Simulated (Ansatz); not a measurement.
# AlClGaH: the cost of one run

Program: Ansatz 0.2.0, Gaussian basis. Level of theory: UKS PBE0/def2-TZVP. These are calculated values, not measurements.

### Step 1. Starting geometry

4 atoms, charge 0, spin multiplicity 3.

Atoms are counted from 1 here; the program's logs count them from 0.

Bond lengths: Cl1–Al2 2.050 Å, Al2–Ga3 2.552 Å, Al2–H4 1.634 Å. Angles: Cl1–Al2–Ga3 168.1°, Cl1–Al2–H4 115.6°, Ga3–Al2–H4 76.3°.

Geometry (Å):

```csv
atom,x (Å),y (Å),z (Å)
Cl1,-2.2730,-0.5969,-0.0026
Al2,-0.2478,-0.2790,0.0004
Ga3,2.3008,-0.4106,-0.0009
H4,0.2201,1.2865,0.0031
```

The start was built by rule and, where that kept it together, relaxed with GFN2-xTB. Sticks and bond lists go by distance. No spin-orbit coupling is included. 

### Step 2. Relaxation

in.yaml

```yaml
crystal:
  periodic: [false, false, false]
  atoms:
    - {symbol: Cl, position_ang: [-2.273038, -0.596880, -0.002581]}
    - {symbol: Al, position_ang: [-0.247826, -0.278990, 0.000389]}
    - {symbol: Ga, position_ang: [2.300757, -0.410647, -0.000903]}
    - {symbol: H, position_ang: [0.220107, 1.286517, 0.003094]}
basis:
  gaussian: {orbitals: def2-TZVP}
magnetization: {spin_polarized: true, initial_magnetization: 2}
hamiltonian: {xc: pbe0}
relax: {f_tol: 0.004, max_steps: 80}
```

Started as:

```sh
$ ansatz run in.yaml --threads 1 --pin off --events-out ev --progress --plain --max-ram 2176MiB
```

**Question.** How long does this run take on 1 thread of Arm Neoverse V2, shared host, and how much memory does it need?

About 80 s, with a peak of 0.37 GiB.
